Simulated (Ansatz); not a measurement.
# NaTa6: the cost of one run

Method: DFT PBEsol, scalar-relativistic, plane waves, PAW, in Ansatz 0.2.0.

6 further runs of the same task are left out: 6 set aside as unsound or not needed.

## 1. The system as given

The structure is cubic, space group Im-3m (No. 229). The conventional cell has a = 3.303 Å, b = 3.303 Å, c = 3.303 Å, α = 90.00°, β = 90.00°, γ = 90.00°. Ta (site symmetry m-3m) has 8 Ta at 2.86 Å as nearest neighbours.

Structure file:

```xyz
1
Lattice="-1.6513 1.6513 1.6513 1.6513 -1.6513 1.6513 1.6513 1.6513 -1.6513" Properties=species:S:1:pos:R:3 pbc="T T T"
Ta    0.0000    0.0000    0.0000
```

The structure comes from the Crystallography Open Database.

## 8. Setting up the map

Atoms count from 1 in the order of the input.

Na is moved over the surface cell; relaxed at each place: the height of the adsorbate's atoms; substrate rigid; the origin of the map has the adsorbate above Ta6.

The axes are (1) position of Na7 along the first surface vector, from above Ta6: 9 values from 0.000 to 0.889, periodic; (2) position of Na7 along the second surface vector, from above Ta6: 9 values from 0.000 to 0.889, periodic.

Relaxed at each point: the height of the adsorbate's atoms; substrate rigid. Points are written as (first, second).

The two vectors of the plane (Å): (4.639, 0.000, 0.000); (-2.320, 4.018, 0.000).

(The set-up runs are not shown.)

## 9. Grid point (4/9, 2/9) of the map's two axes

The input, input.yaml:

```yaml
crystal:
  lattice:
    - [4.639355208, 0.0, 0.0]
    - [-2.319677604, 4.0177994673, 0.0]
    - [0.0, 0.0, 19.9442140487]
  atoms:
    - { symbol: Ta, position: [0.6666666667, 0.3333333333, 0.2005594199] }
    - { symbol: Ta, position: [0.3333333333, 0.6666666667, 0.248042084] }
    - { symbol: Ta, position: [0.0, 0.0, 0.2955247481] }
    - { symbol: Ta, position: [0.6666666667, 0.3333333333, 0.3400438158] }
    - { symbol: Ta, position: [0.3333333333, 0.6666666667, 0.3814862476] }
    - { symbol: Ta, position: [0.0, 0.0, 0.4233916678] }
    - { symbol: Na, position: [0.4444444444, 0.2222222222, 0.5449192979] }
basis:
  ecutwfc: 420
kpoints:
  mp_grid: { grid: [6, 6, 1] }
hamiltonian:
  xc: pbesol
scf:
  occupations: { method: gaussian, width: 0.1 }
output:
  forces: true
  eigenvalues: true
relax:
  adjacent_minimum: "off"
  f_tol: 0.025
  max_steps: 16
  constraints: [{ sites: [0, 1, 2, 3, 4, 5] }, { sites: [6], fix: xy }]
efield:
  axis: 3
  dipole_correction: true
  ramp_width: 0.04
```

Launch:

```sh
> ansatz run input.yaml --threads 1 --pin off --max-ram 3072MiB --backend cpu --events-out ev --progress --plain --runs-dir out
```

**Question.** How long does this run take on 1 thread of Intel Xeon 6975P-C (Granite Rapids), shared host, and how much memory does it need?

About 37 s, with a peak of 0.58 GiB.
